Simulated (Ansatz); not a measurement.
# AlFH₂SSi: basis-set convergence

An exercise on one series of results from a longer session: the logs are not shown, and one member is left open.

Computed with Ansatz 0.2.0, Gaussian basis. Level: one geometry, several basis sets.

Levels to be run: PBE0-D4/def2-SVP; ωB97M-V/def2-SVP; PBE0-D4/def2-QZVPP; ωB97M-V/def2-QZVPP; the functionals' def2-TZVPP values are taken from earlier runs.

**The geometry**

All runs share one geometry, relaxed beforehand with PBE0-D4 in a triple-zeta def2 set.

SMILES `[F][Al]1[SiH2][S]1`, 6 atoms, charge 0, spin multiplicity 1.

Atoms are counted from 1 here; the program's logs count them from 0.

Bond lengths: F1–Al2 1.638 Å, Al2–Si3 2.303 Å, Al2–S4 2.154 Å, Si3–S4 2.221 Å, Si3–H5 1.486 Å, Si3–H6 1.486 Å. Angles: F1–Al2–Si3 163.0°, F1–Al2–S4 137.4°, Si3–Al2–S4 59.7°, Al2–Si3–S4 56.8°, Al2–Si3–H5 125.1°, Al2–Si3–H6 125.1°, S4–Si3–H5 112.8°, S4–Si3–H6 112.8°, H5–Si3–H6 108.9°, Al2–S4–Si3 63.5°.

The first run:

Input file in.yaml:

```yaml
crystal:
  periodic: [false, false, false]
  atoms:
    - {symbol: F, position_ang: [-0.301951, -2.925431, 0.620876]}
    - {symbol: Al, position_ang: [-0.235288, -1.339744, 0.216118]}
    - {symbol: Si, position_ang: [0.432768, 0.854427, 0.012993]}
    - {symbol: S, position_ang: [-1.422093, 0.058739, -0.914031]}
    - {symbol: H, position_ang: [1.404038, 1.362860, -0.989716]}
    - {symbol: H, position_ang: [0.164624, 1.925048, 1.007560]}
basis:
  gaussian: {orbitals: def2-SVP}
hamiltonian: {xc: pbe0, dispersion: d4}
output: {orbitals: {seedname: orbitals}}
```

The run is started by

```console
$ ansatz run in.yaml --threads 2 --pin off --events-out ev --progress --plain --max-ram 4352MiB
```

Among the steps run: PBE0-D4 in def2-SVP; ωB97M-V in def2-SVP; PBE0-D4 in def2-QZVPP; ωB97M-V in def2-QZVPP.

One of the session's tables, all rows but one given; the rest of the session is left out.

```
functional       basis  HOMO (eV)  LUMO (eV)
   PBE0-D4    def2-SVP      -6.96      -1.71
   PBE0-D4  def2-TZVPP          ?          ?
   PBE0-D4  def2-QZVPP      -6.97      -1.83
   ωB97M-V    def2-SVP      -8.84       0.04
   ωB97M-V  def2-TZVPP      -8.88      -0.06
   ωB97M-V  def2-QZVPP      -8.90      -0.25
```

Q: Estimate the row for PBE0-D4, def2-TZVPP from the others.

**Answer.** HOMO (eV): -6.95; LUMO (eV): -1.77. In the column «HOMO (eV)» it is the highest.
